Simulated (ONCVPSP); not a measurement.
# Zn: generating and testing an ONCV potential

Task: generate the file, and judge it by its errors in other configurations, its logarithmic derivatives, its ghosts and its cutoff.

Program: ONCVPSP 4.0.1. Reference atom: PBE, scalar-relativistic, spherical and spin-unpolarised. All values are calculated.

### 1 The design

The settings as typed:

```
element                 : zinc (Zn, Z = 30)
type                    : optimised norm-conserving Vanderbilt (ONCV)
frozen core             : [Ar]
valence charge          : 12
reference configuration : 3d10 4s2
partial waves           : 4s: rc 2.25 bohr, ncon 5, nbas 10, qcut 2.3 1/bohr, 2 projectors, debl 3.9 Ha; p scattering state at 0.46 Ha: rc 2.20 bohr, ncon 4, nbas 8, qcut 4.3 1/bohr, 2 projectors, debl 1.8 Ha; 3d: rc 0.90 bohr, ncon 4, nbas 9, qcut 20.9 1/bohr, 1 projector
local potential         : polynomial inside 0.65 bohr (lpopt 5, dvloc0 0 Ha)
core correction         : not asked for
```

### 2 The generation run

Zn.dat

```
# ATOM AND REFERENCE CONFIGURATION
# atsym  z   nc   nv     iexc    psfile
  Zn 30.00    5    2        4      upf
#
#   n    l    f
    1    0    2.00
    2    0    2.00
    2    1    6.00
    3    0    2.00
    3    1    6.00
    3    2   10.00
    4    0    2.00
#
# PSEUDOPOTENTIAL AND OPTIMIZATION
# lmax
    2
#
#   l,   rc,      ep,       ncon, nbas, qcut
    0    2.25    0.00    5   10    2.30
    1    2.20    0.46    4    8    4.30
    2    0.90    0.00    4    9   20.90
#
# LOCAL POTENTIAL
# lloc, lpopt,  rc(5),   dvloc0
    4    5    0.65    0.00
#
# VANDERBILT-KLEINMAN-BYLANDER PROJECTORs
# l, nproj, debl
    0    2    3.90
    1    2    1.80
    2    1    1.60
#
# MODEL CORE CHARGE
# icmod, fcfact, rcfact
    0    0.00    0.00
#
# LOG DERIVATIVE ANALYSIS
# epsh1, epsh2, depsh
   -2.00    5.00    0.02
#
# OUTPUT GRID
# rlmax, drl
    6.00    0.01
#
# TEST CONFIGURATIONS
# ncnf
    4
# nvcnf
#   n    l    f
    2
    3    2   10.00
    4    0    1.00
#
    2
    3    2   10.00
    4    0    0.00
#
    2
    3    2    9.00
    4    0    0.00
#
    3
    3    2   10.00
    4    0    0.00
    4    1    2.00
#
```

Command:

```
oncvpsp.x < Zn.dat > Zn.out
```

Before running it: what results should come out? Wanted: cutoffs for 1 and 0.1 mHa per electron, occupied waves; bound ghosts; GHOST(+) flags; largest test error; largest phase difference near zero energy, channels read; projector energies reset by the program.

**Answer**, as computed:

| quantity | value |
| --- | --- |
| cutoffs for 1 and 0.1 mHa per electron, occupied waves | 144 Ha and 165 Ha |
| bound ghosts | s at -182.42 eV, p at -22.29 eV |
| GHOST(+) flags | none at low energy |
| largest test error (AE − PS) | -27 meV, for 3d9 4s0 |
| largest phase difference near zero energy, channels read | 0.001 rad |
| projector energies reset by the program | p: 0.050, 1.850 Ha |

What this shows: A bound ghost (s, p) makes it unfit for use: electrons can fall into a state that the atom doesn't have. The worst unpolarised test, 3d9 4s0, is off by 27 meV on 68.9 eV; by total energies transferability rates as fair. That test lies far up in energy; among those under 40 eV, nearer to bonding, the largest error is 25 meV. By its cutoff, 144 Ha for the looser tolerance, it is very hard. At the looser tolerance the 3d wave is the slowest; 4s needs 29 Ha. Near zero energy the phases of the channels with partial waves agree within 0.001 rad. The pseudo curves have a pole with no partner nearby in the atom's: p at -0.81 Ha. These are tests on the free atom; a crystal test is still owed.
